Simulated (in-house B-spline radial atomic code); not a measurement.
**Ge²⁺: excited configurations**

How much energy does it take to promote electrons of Ge²⁺ to other shells? Each configuration is solved by itself and compared with the reference.

Program: in-house B-spline radial atomic code version 1. Level of theory: non-relativistic BLYP, spin-polarised, spherical fractional occupations, point nucleus, basis-set limit. These are calculated values, not measurements, unless marked.

## (1) Starting point

```
element       : germanium (Z = 32)
charge        : +2
electrons     : 30
configuration : [Ar] 3d10 4s2
Hamiltonian   : non-relativistic
nucleus       : point
```

The outer shells:

[Ar] 3d10 4s2
```
[Ar] core
3d [↑↓][↑↓][↑↓][↑↓][↑↓]
4s [↑↓]
```

Where spins are not typed, each open shell is filled with up spins first.

## (2) The reference configuration

The run's settings:

```ini
Z = 32
electrons = 30.0
configuration = [Ar] 3d10 4s2
hamiltonian = nr
method = b88,lyp
spin_polarised = True
```

The program writes no log. Results of the run, from its result record (rounded, main fields):

```text
{
  "status": "converged",
  "scf [iteration, energy, orbital gradient]": [
    [1, -2074.97817429, 0.401],
    [2, -2074.70586068, 0.257],
    [3, -2076.13579408, 0.0493],
    [4, -2076.18147916, 0.0112],
    [5, -2076.17707592, 0.0179],
    [6, -2076.1849869, 0.0027],
    [7, -2076.1851488, 1.11e-05],
    [8, -2076.18514881, 8.34e-07],
    [9, -2076.18514881, 4.31e-08]
  ],
  "energy [hartree]": {"total": -2076.18514881, "kinetic": 2074.9626935, "nuclear": -4946.24813701, "coulomb": 873.634144248, "xc": -78.5338495478},
  "orbitals [hartree, bohr; up spins, the down spins are equal]": [
    ["name", "occ", "eps", "<r>", "<r^2>", "<1/r>", "r_max", "density_at_nucleus", "spin_orbit_zeta"],
    ["1s up", 1.0, -397.85084, 0.047854, 0.0030675, 31.505, 0.031583, 10122.0, "-"],
    ["2s up", 1.0, -49.877112, 0.21388, 0.053876, 6.9188, 0.17953, 970.68, "-"],
    ["2p up", 3.0, -44.49542, 0.18525, 0.041982, 6.8921, 0.14263, "-", 0.75076],
    ["3s up", 1.0, -6.707796, 0.63513, 0.4653, 2.2324, 0.55141, 147.2, "-"],
    ["3p up", 3.0, -4.9264477, 0.65163, 0.49983, 2.1102, 0.54671, "-", 0.099949],
    ["3d up", 5.0, -1.8330385, 0.72858, 0.67717, 1.7917, 0.50163, "-", 0.0085247],
    ["4s up", 1.0, -1.0605223, 1.9707, 4.4199, 0.6635, 1.6948, 14.518, "-"]
  ],
  "sum_r [bohr^k]": {"-1": 154.5703, "1": 18.04224, "2": 19.90687},
  "density_at_nucleus [bohr^-3]": 22508.63,
  "spin_density_at_nucleus [bohr^-3]": 0.0,
  "mass_velocity [hartree]": -81.36153,
  "darwin [hartree]": 60.24896
}
```

Run time: 0.14 s. Hardware: 1 thread, shared host.

## (3) Run with [Ar] 3d9 4s2 5d1

The run's settings:

```ini
Z = 32
electrons = 30.0
configuration = [Ar] 3d9 4s2 5d1
hamiltonian = nr
method = b88,lyp
spin_polarised = True
```

Result record:

```text
{
  "status": "converged",
  "iterations": 10,
  "energy [hartree]": {"total": -2074.24694789, "kinetic": 2073.05557189, "nuclear": -4922.16327094, "coulomb": 852.598195396, "xc": -77.7374442404},
  "orbitals [hartree, bohr; first row names the columns]": [
    ["name", "occ", "eps", "<r>"],
    ["1s up", 1.0, -398.62065, 0.047855],
    ["1s down", 1.0, -398.62048, 0.047855],
    ["2s up", 1.0, -50.695575, 0.21391],
    ["2s down", 1.0, -50.663313, 0.21384],
    ["2p up", 3.0, -45.307111, 0.18529],
    ["2p down", 3.0, -45.283294, 0.18521],
    ["3s up", 1.0, -7.4441086, 0.62966],
    ["3s down", 1.0, -7.3922733, 0.63042],
    ["3p up", 3.0, -5.6557032, 0.64308],
    ["3p down", 3.0, -5.6043906, 0.64422],
    ["3d up", 5.0, -2.5402542, 0.69214],
    ["3d down", 4.0, -2.4893614, 0.69612],
    ["4s up", 1.0, -1.4031094, 1.8101],
    ["4s down", 1.0, -1.3903561, 1.8216],
    ["5d up", 1.0, -0.2583579, 6.5563]
  ],
  "sum_r [bohr^k]": {"-1": 153.8176, "1": 23.19012, "2": 65.18017},
  "energy_minus_base [hartree]": 1.93820092
}
```

It took 0.08 s on 1 thread, shared host.

energy_minus_base is the energy less that of the reference run.

## (4) Run with [Ne] 3s2 3p5 3d10 4s2 4d1

The run's settings:

```ini
Z = 32
electrons = 30.0
configuration = [Ne] 3s2 3p5 3d10 4s2 4d1
hamiltonian = nr
method = b88,lyp
spin_polarised = True
```

Result record:

```text
{
  "status": "converged",
  "iterations": 9,
  "energy [hartree]": {"total": -2071.37151162, "kinetic": 2070.17900862, "nuclear": -4919.80051892, "coulomb": 855.926555776, "xc": -77.6765570921},
  "orbitals [hartree, bohr; first row names the columns]": [
    ["name", "occ", "eps", "<r>"],
    ["1s up", 1.0, -398.67842, 0.047851],
    ["1s down", 1.0, -398.65319, 0.047849],
    ["2s up", 1.0, -50.567192, 0.21382],
    ["2s down", 1.0, -50.548117, 0.21379],
    ["2p up", 3.0, -45.20614, 0.18513],
    ["2p down", 3.0, -45.177807, 0.18514],
    ["3s up", 1.0, -7.3216715, 0.62932],
    ["3s down", 1.0, -7.2569486, 0.63043],
    ["3p up", 3.0, -5.5334493, 0.6425],
    ["3p down", 2.0, -5.4702006, 0.64411],
    ["3d up", 5.0, -2.4058968, 0.6921],
    ["3d down", 5.0, -2.3528786, 0.69595],
    ["4s up", 1.0, -1.2775947, 1.844],
    ["4s down", 1.0, -1.2556, 1.8382],
    ["4d up", 1.0, -0.43204325, 3.2322]
  ],
  "sum_r [bohr^k]": {"-1": 153.7438, "1": 19.96425, "2": 29.46118},
  "energy_minus_base [hartree]": 4.81363719
}
```

Run time: 0.06 s. Hardware: 1 thread, shared host.

## (5) Run with [Ar] 3d10 4s1 5s1

The run's settings:

```ini
Z = 32
electrons = 30.0
configuration = [Ar] 3d10 4s1 5s1
hamiltonian = nr
method = b88,lyp
spin_polarised = True
```

Result record:

```text
{
  "status": "converged",
  "iterations": 10,
  "energy [hartree]": {"total": -2075.46453416, "kinetic": 2074.26445902, "nuclear": -4937.82579828, "coulomb": 866.443389462, "xc": -78.3465843654},
  "orbitals [hartree, bohr; first row names the columns]": [
    ["name", "occ", "eps", "<r>"],
    ["1s up", 1.0, -398.10637, 0.047853],
    ["1s down", 1.0, -398.10271, 0.047854],
    ["2s up", 1.0, -50.122924, 0.21388],
    ["2s down", 1.0, -50.120944, 0.21388],
    ["2p up", 3.0, -44.742172, 0.18524],
    ["2p down", 3.0, -44.739904, 0.18524],
    ["3s up", 1.0, -6.9556702, 0.63516],
    ["3s down", 1.0, -6.9504475, 0.63478],
    ["3p up", 3.0, -5.1742839, 0.65159],
    ["3p down", 3.0, -5.1682521, 0.65082],
    ["3d up", 5.0, -2.0789741, 0.72573],
    ["3d down", 5.0, -2.0690984, 0.72148],
    ["4s up", 1.0, -1.24764, 1.8918],
    ["5s up", 1.0, -0.45408403, 4.347]
  ],
  "sum_r [bohr^k]": {"-1": 154.3071, "1": 20.28692, "2": 36.05915},
  "energy_minus_base [hartree]": 0.720614644
}
```

Wall time 0.08 s (1 thread, shared host).

## (6) [Ar] 3d10 4s1 5f1

The run's settings:

```ini
Z = 32
electrons = 30.0
configuration = [Ar] 3d10 4s1 5f1
hamiltonian = nr
method = b88,lyp
spin_polarised = True
```

Result record:

```text
{
  "status": "converged",
  "iterations": 10,
  "energy [hartree]": {"total": -2075.13076146, "kinetic": 2073.93285674, "nuclear": -4933.32380672, "coulomb": 862.526761414, "xc": -78.2665728872},
  "orbitals [hartree, bohr; first row names the columns]": [
    ["name", "occ", "eps", "<r>"],
    ["1s up", 1.0, -398.24337, 0.047853],
    ["1s down", 1.0, -398.24035, 0.047853],
    ["2s up", 1.0, -50.256859, 0.21387],
    ["2s down", 1.0, -50.255318, 0.21388],
    ["2p up", 3.0, -44.876407, 0.18524],
    ["2p down", 3.0, -44.874602, 0.18524],
    ["3s up", 1.0, -7.0881267, 0.63505],
    ["3s down", 1.0, -7.0838386, 0.63473],
    ["3p up", 3.0, -5.3065419, 0.65138],
    ["3p down", 3.0, -5.3015496, 0.65071],
    ["3d up", 5.0, -2.2101039, 0.72448],
    ["3d down", 5.0, -2.2016126, 0.72038],
    ["4s up", 1.0, -1.3652774, 1.8777],
    ["5f up", 1.0, -0.16238775, 9.5791]
  ],
  "sum_r [bohr^k]": {"-1": 154.1664, "1": 25.4921, "2": 119.4265},
  "energy_minus_base [hartree]": 1.05438735
}
```

Run time: 0.09 s. Hardware: 1 thread, shared host.

## (7) Configuration [Ar] 3d10 4s1 5d1

The run's settings:

```ini
Z = 32
electrons = 30.0
configuration = [Ar] 3d10 4s1 5d1
hamiltonian = nr
method = b88,lyp
spin_polarised = True
```

Result record:

```text
{
  "status": "converged",
  "iterations": 10,
  "energy [hartree]": {"total": -2075.23428404, "kinetic": 2074.03464819, "nuclear": -4934.98468847, "coulomb": 864.019719448, "xc": -78.3039632122},
  "orbitals [hartree, bohr; first row names the columns]": [
    ["name", "occ", "eps", "<r>"],
    ["1s up", 1.0, -398.19131, 0.047853],
    ["1s down", 1.0, -398.18828, 0.047853],
    ["2s up", 1.0, -50.20486, 0.21388],
    ["2s down", 1.0, -50.202782, 0.21388],
    ["2p up", 3.0, -44.824313, 0.18524],
    ["2p down", 3.0, -44.82211, 0.18524],
    ["3s up", 1.0, -7.0379389, 0.63511],
    ["3s down", 1.0, -7.0331833, 0.6348],
    ["3p up", 3.0, -5.2564395, 0.65149],
    ["3p down", 3.0, -5.2509768, 0.65083],
    ["3d up", 5.0, -2.1604563, 0.72519],
    ["3d down", 5.0, -2.1513205, 0.72088],
    ["4s up", 1.0, -1.3224906, 1.8741],
    ["5d up", 1.0, -0.251802, 6.7505]
  ],
  "sum_r [bohr^k]": {"-1": 154.2183, "1": 22.66666, "2": 65.91399},
  "energy_minus_base [hartree]": 0.950864765
}
```

It took 0.08 s on 1 thread, shared host.

## (8) Run with [Ar] 3d9 4s2 5f1

The run's settings:

```ini
Z = 32
electrons = 30.0
configuration = [Ar] 3d9 4s2 5f1
hamiltonian = nr
method = b88,lyp
spin_polarised = True
```

Result record:

```text
{
  "status": "converged",
  "iterations": 10,
  "energy [hartree]": {"total": -2074.13871918, "kinetic": 2072.94969097, "nuclear": -4920.43655724, "coulomb": 851.048924133, "xc": -77.7007770354},
  "orbitals [hartree, bohr; first row names the columns]": [
    ["name", "occ", "eps", "<r>"],
    ["1s up", 1.0, -398.67486, 0.047855],
    ["1s down", 1.0, -398.67471, 0.047855],
    ["2s up", 1.0, -50.749813, 0.21391],
    ["2s down", 1.0, -50.718075, 0.21383],
    ["2p up", 3.0, -45.361443, 0.18529],
    ["2p down", 3.0, -45.338018, 0.18521],
    ["3s up", 1.0, -7.4962983, 0.62959],
    ["3s down", 1.0, -7.4449143, 0.63035],
    ["3p up", 3.0, -5.7078065, 0.64297],
    ["3p down", 3.0, -5.6569664, 0.64411],
    ["3d up", 5.0, -2.5920164, 0.69161],
    ["3d down", 4.0, -2.5417609, 0.69567],
    ["4s up", 1.0, -1.4479831, 1.8126],
    ["4s down", 1.0, -1.4370013, 1.818],
    ["5f up", 1.0, -0.16447566, 9.4286]
  ],
  "sum_r [bohr^k]": {"-1": 153.7636, "1": 26.05602, "2": 118.3272},
  "energy_minus_base [hartree]": 2.04642963
}
```

Wall time 0.09 s (1 thread, shared host).

## (9) Run with [Ar] 3d9 4s2 4d1

The run's settings:

```ini
Z = 32
electrons = 30.0
configuration = [Ar] 3d9 4s2 4d1
hamiltonian = nr
method = b88,lyp
spin_polarised = True
```

Result record:

```text
{
  "status": "converged",
  "iterations": 9,
  "energy [hartree]": {"total": -2074.48758289, "kinetic": 2073.29487094, "nuclear": -4927.11993214, "coulomb": 857.176026693, "xc": -77.8385483761},
  "orbitals [hartree, bohr; first row names the columns]": [
    ["name", "occ", "eps", "<r>"],
    ["1s up", 1.0, -398.46418, 0.047855],
    ["1s down", 1.0, -398.46407, 0.047855],
    ["2s up", 1.0, -50.538041, 0.21391],
    ["2s down", 1.0, -50.504923, 0.21383],
    ["2p up", 3.0, -45.149535, 0.18529],
    ["2p down", 3.0, -45.125097, 0.18521],
    ["3s up", 1.0, -7.2892003, 0.62973],
    ["3s down", 1.0, -7.2365998, 0.63052],
    ["3p up", 3.0, -5.5008825, 0.6432],
    ["3p down", 3.0, -5.4487951, 0.64437],
    ["3d up", 5.0, -2.3858675, 0.69307],
    ["3d down", 4.0, -2.3339563, 0.69685],
    ["4s up", 1.0, -1.2748851, 1.8472],
    ["4s down", 1.0, -1.2502551, 1.8434],
    ["4d up", 1.0, -0.4318182, 3.2352]
  ],
  "sum_r [bohr^k]": {"-1": 153.9725, "1": 19.93649, "2": 29.42358},
  "energy_minus_base [hartree]": 1.69756592
}
```

It took 0.06 s on 1 thread, shared host.

## (10) The excitation energies

| net move | configuration | 2|M_S|+1 | energy above the reference (eV) | largest <r> (bohr) |
| --- | --- | --- | --- | --- |
| 4s → 5s | [Ar] 3d10 4s1 5s1 | 3 | 19.609 | 4.35 |
| 4s → 5d | [Ar] 3d10 4s1 5d1 | 3 | 25.874 | 6.75 |
| 4s → 5f | [Ar] 3d10 4s1 5f1 | 3 | 28.691 | 9.58 |
| 3d → 4d | [Ar] 3d9 4s2 4d1 | 3 | 46.193 | 3.24 |
| 3d → 5d | [Ar] 3d9 4s2 5d1 | 3 | 52.741 | 6.56 |
| 3d → 5f | [Ar] 3d9 4s2 5f1 | 3 | 55.686 | 9.43 |
| 3p → 4d | [Ne] 3s2 3p5 3d10 4s2 4d1 | 3 | 130.99 | 3.23 |

The lowest of them is 4s → 5s at 19.609 eV and the highest 3p → 4d at 130.99 eV. 4 of them lie more than 60 % above minus the reference's highest level (28.858 eV), in the range where a state can decay by emitting an electron. The reference has 2|M_S|+1 = 1; 7 of the configurations differ from it in spin. These are spherical averages at the typed spins, not spectroscopic levels.
